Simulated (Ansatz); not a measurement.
# Au: the cost of one run

All numbers are computed with Ansatz 0.2.0 through its Python package. Level of theory: DFT PBEsol, plane waves, PAW.

This is Au in the hcp structure; at room conditions it is fcc.

### Step 1. Starting point

The structure is hexagonal, space group P6_3/mmc (No. 194). Conventional cell: a = 2.900 Å, b = 2.900 Å, c = 4.880 Å, α = 90.00°, β = 90.00°, γ = 120.00°. Au (site symmetry -6m2) is surrounded by 12 Au at 2.90 to 2.96 Å.

No structure file is read: the coordinates are typed or built in the script.

### Step 2. The script

Contents of au.py:

```python
'''Equation of state of Au.'''

import ansatz as az
import numpy as np

VECTORS = np.array([
    [2.9, 0.0, 0.0],
    [-1.45, 2.511474, 0.0],
    [0.0, 0.0, 4.88],
])
SITES = [
    ('Au', (1 / 3, 2 / 3, 0.75)),
    ('Au', (2 / 3, 1 / 3, 0.25)),
]


def make_crystal(cell):
    crystal = az.Crystal(lattice=az.Lattice.of(cell))
    for symbol, position in SITES:
        crystal = crystal.atom(symbol, position)
    return crystal


def main() -> None:
    # uniform scaling of the cell
    volumes, energies, pressures = [], [], []
    for scale in np.linspace(0.92, 1.08, 7):
        cell = VECTORS * scale ** (1 / 3)
        job = (
            make_crystal(cell).calculation()
            .functional('pbesol')
            .occupations('Fermi-Dirac')
            .basis(500)
            .kpoints(13, 13, 7)
            .stress()
        )
        summary = job.run(threads=1).report
        volumes.append(abs(np.linalg.det(cell)) / len(SITES))
        energies.append(summary['free_energy_ev'] / len(SITES))
        pressures.append(np.trace(summary['stress_gpa']) / 3)
        print(f'V = {volumes[-1]:8.4f} A^3/atom  F = {energies[-1]:.5f} eV/atom  P = {pressures[-1]:8.3f} GPa')

    # third-order Birch-Murnaghan: a cubic in V^(-2/3)
    x = np.array(volumes) ** (-2 / 3)
    poly = np.polynomial.Polynomial.fit(x, energies, 3).convert()
    roots = poly.deriv().roots()
    x0 = min((r.real for r in roots if abs(r.imag) < 1e-9 and poly.deriv(2)(r.real) > 0), key=lambda r: abs(r - x.mean()))
    v0 = x0 ** -1.5
    b0 = 4 / 9 * poly.deriv(2)(x0) * v0 ** (-7 / 3) * 160.21766
    b1 = 4 + 2 / 3 * x0 * poly.deriv(3)(x0) / poly.deriv(2)(x0)
    print(f'V0 = {v0:.4f} A^3/atom, B0 = {b0:.1f} GPa, dB/dP = {b1:.2f}')


if __name__ == '__main__':
    main()
```

### Step 3. The input behind the calls

The package turns the script's settings into the engine's input (first run):

```yaml
crystal:
  lattice:
    - [2.820507596034682, 0.0, 0.0]
    - [-1.410253798017341, 2.4426315497391755, 0.0]
    - [0.0, 0.0, 4.746233471948017]
  atoms:
    - { symbol: Au, position: [0.3333333333333333, 0.6666666666666666, 0.75] }
    - { symbol: Au, position: [0.6666666666666666, 0.3333333333333333, 0.25] }
basis:
  ecutwfc: 500.0
kpoints:
  mp_grid:
    grid: [13, 13, 7]
hamiltonian:
  xc: pbesol
scf:
  occupations:
    method: fermi_dirac
output:
  stress: true
```

### Step 4. The run

Launch:

```bash
$ python au.py
```

**Question.** How long does this script take on 1 thread of AMD EPYC 7R43 (Zen 3), shared host, and how much memory does it need?

About 16 s, with a peak of 0.44 GiB.
